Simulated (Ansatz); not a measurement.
Task: a short molecular-dynamics run of AlClH₅PSi, SMILES P[SiH2][AlH][Cl], with Ansatz's Python interface. Give the script and its output. Use: B3LYP, 6-31G basis, multiplicity 1.

`alclh5psi.xyz`
```text
9

P    -1.39830    1.55470    0.16450
Si   -0.35820   -0.14080    0.96560
Al    1.17920   -0.89910   -0.63970
Cl    1.14080   -2.94880   -1.42020
H    -0.23750    2.25930   -0.32150
H    -1.71160    0.97340   -1.12460
H     0.37620    0.25950    2.19930
H    -1.26770   -1.19990    1.26240
H     2.36550    0.09540   -1.10310
```

Script `md_alclh5psi.py`:
```python
import logging
import sys
import warnings

import ansatz as az
import numpy as np

logging.basicConfig(stream=sys.stdout, format='%(name)s: %(message)s')
log = logging.getLogger('calc')
log.setLevel(logging.INFO)

BASIS_SET = '6-31G'
XC = 'B3LYP'
N_STEPS = 20
TEMPERATURE_K = 800


def main() -> None:
    warnings.simplefilter('ignore', az.DeckWarning)

    molecule = az.Crystal.molecule_from_extxyz('alclh5psi.xyz')

    model = (
        molecule.calculation()
        .basis(gaussian=BASIS_SET)
        .functional(XC)
        .md('nvt_langevin', timestep=0.25, steps=N_STEPS, temperature=TEMPERATURE_K, initial_velocities='maxwell_boltzmann', seed=19, friction=0.02)
    )
    frames = []
    model.session().plan().execute(on_event=lambda e: frames.append(e['data']) if e['event'] == 'md_step' else None)
    log.info('t (fs)   E_pot (eV)      E_kin (eV)   T (K)   d(0-1) (A)')
    for f in frames[::2]:
        xyz = np.array(f['positions_ang'])
        log.info(f'{f["time_fs"]:6.2f} {f["lagrangian_ev"]:14.5f} {f["e_kin_ev"]:10.5f} {f["temperature_k"]:8.1f} {np.linalg.norm(xyz[0] - xyz[1]):9.4f}')
    print('mean temperature', round(float(np.mean([f['temperature_k'] for f in frames])), 1), 'K')


if __name__ == '__main__':
    main()
```

```console
$ python md_alclh5psi.py
calc: t (fs)   E_pot (eV)      E_kin (eV)   T (K)   d(0-1) (A)
calc:   0.00   -36366.30491    0.82726    711.1    2.1444
calc:   0.50   -36366.26657    0.78943    678.6    2.1418
calc:   1.00   -36366.21921    0.75350    647.7    2.1395
calc:   1.50   -36366.17028    0.76049    653.7    2.1377
calc:   2.00   -36366.12628    0.76255    655.5    2.1366
calc:   2.50   -36366.08648    0.69582    598.1    2.1360
calc:   3.00   -36366.06004    0.67684    581.8    2.1359
calc:   3.50   -36366.05200    0.69571    598.0    2.1355
calc:   4.00   -36366.05778    0.75416    648.3    2.1351
calc:   4.50   -36366.07909    0.70972    610.1    2.1352
calc:   5.00   -36366.11310    0.79064    679.6    2.1361
mean temperature 639.8 K
```

What to keep in mind:
- Total energies depend on the basis set; only differences at equal settings carry meaning.
- The trajectory is only some femtoseconds long, so its temperature is not equilibrated; where the script doesn't relax first, it starts from a rough generated geometry.
- b3lyp holds the VWN-RPA fit, as in Gaussian; the form of ORCA and Turbomole is b3lyp5.
- The printed temperature counts all 3N degrees of freedom under Langevin dynamics, so the first row lies under the target.
- Hardware and time: 70 s on 1 thread of Arm Neoverse V2, with other jobs on the host, peak memory 0.22 GiB.

(Lines on the test bed's own set-up are left out of the output.)
